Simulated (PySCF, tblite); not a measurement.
# C₇H₇N₃: geometry, infrared bands and NMR shifts

Aim: predict the infrared bands and NMR shifts of C₇H₇N₃ (`C#CCn1ncc(C=C)n1`).

Computed with tblite 0.8.0 and PySCF 2.14.0, with density-fitted response routines of our own, on a single molecule in the gas phase. Atoms are numbered from 0 throughout.

### Step 1. The starting structure

17 atoms, charge 0, multiplicity 1; geometry from: force field or distance geometry start.

Bonds of the start (Å): C0–C1 1.19, C1–C2 1.48, C2–N3 1.45, N3–N4 1.31, N4–C5 1.34, C5–C6 1.39, C6–C7 1.47, C7–C8 1.32, C6–N9 1.37, N9–N3 1.34, C0–H10 1.08, C2–H11 1.12, C2–H12 1.09, C5–H13 1.09, C7–H14 1.08, C8–H15 1.06, C8–H16 1.11.

### Step 2. Relaxing the molecule with GFN2-xTB

The job: settings as JSON, then the geometry in Å.

```
{"job": {"kind": "relax", "xc": "GFN2-xTB", "basis": "xTB"}, "charge": 0, "multiplicity": 1}
C     -3.676600    -0.656900    -1.518200
C     -3.094800    -0.425800    -0.503800
C     -2.371300    -0.152900     0.754000
N     -0.987600     0.185200     0.491800
N     -0.500900     1.383900     0.287800
C      0.821000     1.250800     0.093600
C      1.160000    -0.097200     0.205800
C      2.494000    -0.698200     0.086000
C      3.574700     0.017600    -0.168200
N     -0.020800    -0.735600     0.468500
H     -4.223000    -0.841700    -2.436300
H     -2.861400     0.771500     1.159400
H     -2.476400    -0.932800     1.514600
H      1.582700     2.000000    -0.111000
H      2.565600    -1.766900     0.201300
H      4.548200    -0.402700    -0.254000
H      3.459600     1.113700    -0.281200
```

Launch:

```bash
$ OMP_NUM_THREADS=1 python probes_run.py task.json out
```

The driver reads the jobs from task.json and runs them one after another.

**Question.** This job is followed by: GFN2-xTB harmonic vibrations, gas phase; GIAO PBE0/pcSseg-1 NMR shielding, non-relativistic, gas phase. Predict these results of the whole session: strongest single infrared mode (GFN2-xTB); zero-point energy (GFN2-xTB); 13C shifts against TMS (PBE0/pcSseg-1); 1H shifts against TMS (PBE0/pcSseg-1, means over atoms taken as alike); 15N shifts against NH3 (PBE0/pcSseg-1); surface potential, 1st and 99th percentile.

As calculated:

| quantity | value |
| --- | --- |
| strongest single infrared mode (GFN2-xTB) | 1367 cm⁻¹, 50 km/mol |
| zero-point energy (GFN2-xTB) | 79.0 kcal/mol |
| 13C shifts against TMS (PBE0/pcSseg-1) | 153.1, 136.1, 135.6, 121.7, 82.7, 81.8, 45.6 ppm |
| 1H shifts against TMS (PBE0/pcSseg-1, means over atoms taken as alike) | 7.99, 7.13, 6.17, 5.74, 5.15, 1.83 ppm |
| 15N shifts against NH3 (PBE0/pcSseg-1) | 366.7, 363.9, 271.4 ppm |
| surface potential, 1st and 99th percentile | -1.37 V and 1.47 V |

What this shows: Over 57 steps the energy fell by 0.428 eV; of the close pairs, C0–H10 changed most, 1.084 to 1.049 Å. All 45 modes are real, so the xTB geometry is a minimum. The strongest single mode, at 1367 cm⁻¹, moves mainly N3. GFN2-xTB is a fitted tight-binding method: band positions and strengths are rough. Its intensities can rank the bands wrongly. NICS(1)zz of -31 ppm above the planar ring from N3 marks a diatropic (aromatic) ring current. By nearest atom (PBE0/pcSseg-1), the HOMO sits on C8 24 %; C5, C6, C7 about 13 % each and the LUMO on C8 22 %; N9 19 %.
